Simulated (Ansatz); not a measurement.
# YTiTe3: the cost of one run

Method: DFT PBE, scalar-relativistic, plane waves, PAW, in Ansatz 0.2.0.

## (1) The starting structure

The structure is cubic, space group Pm-3m (No. 221). The conventional cell has a = 5.346 Å, b = 5.346 Å, c = 5.346 Å, α = 90.00°, β = 90.00°, γ = 90.00°. Y (site symmetry m-3m) has 12 Te at 3.78 Å as nearest neighbours. Around Ti (site symmetry m-3m) lie 6 Te at 2.67 Å. Around Te (site symmetry 4/mmm) lie 2 Ti at 2.67 Å and 4 Y at 3.78 Å.

As a file:

```cif
data_structure
_symmetry_space_group_name_H-M 'P 1'
_symmetry_Int_Tables_number 1
_cell_length_a 5.3459
_cell_length_b 5.3459
_cell_length_c 5.3459
_cell_angle_alpha 90.000
_cell_angle_beta 90.000
_cell_angle_gamma 90.000
_cell_volume 152.78
loop_
_atom_site_label
_atom_site_type_symbol
_atom_site_fract_x
_atom_site_fract_y
_atom_site_fract_z
_atom_site_occupancy
Y1 Y 0.50000 0.50000 0.50000 1
Ti1 Ti 0.00000 0.00000 0.00000 1
Te1 Te 0.50000 0.00000 0.00000 1
Te2 Te 0.00000 0.50000 0.00000 1
Te3 Te 0.00000 0.00000 0.50000 1
```

The cell is invented: random cell by space group and Wyckoff sites (Pm-3m, No. 221). Its size is a rough estimate.

## (2) A first look at the guess

input.yaml reads:

```yaml
crystal:
  lattice:
    - [5.3459223, 0.0, 0.0]
    - [0.0, 5.3459223, 0.0]
    - [0.0, 0.0, 5.3459223]
  atoms:
    - { symbol: "Y", position: [0.5, 0.5, 0.5] }
    - { symbol: Ti, position: [0.0, 0.0, 0.0] }
    - { symbol: Te, position: [0.5, 0.0, 0.0] }
    - { symbol: Te, position: [0.0, 0.5, 0.0] }
    - { symbol: Te, position: [0.0, 0.0, 0.5] }
basis:
  ecutwfc: 420
kpoints:
  mp_grid: { grid: [4, 4, 4] }
hamiltonian:
  xc: pbe
scf:
  occupations: { method: gaussian, width: 0.1 }
  lower_state_search: "off"
output:
  forces: true
  stress: true
  eigenvalues: true
```

Launch:

```
> ansatz run input.yaml --threads 1 --pin off --max-ram 2048MiB --backend cpu --events-out ev --progress --plain --runs-dir out
```

Q: Estimate wall time and peak memory on 1 thread of Arm Neoverse N1, shared host.

About 7.9 s, with a peak of 0.41 GiB.
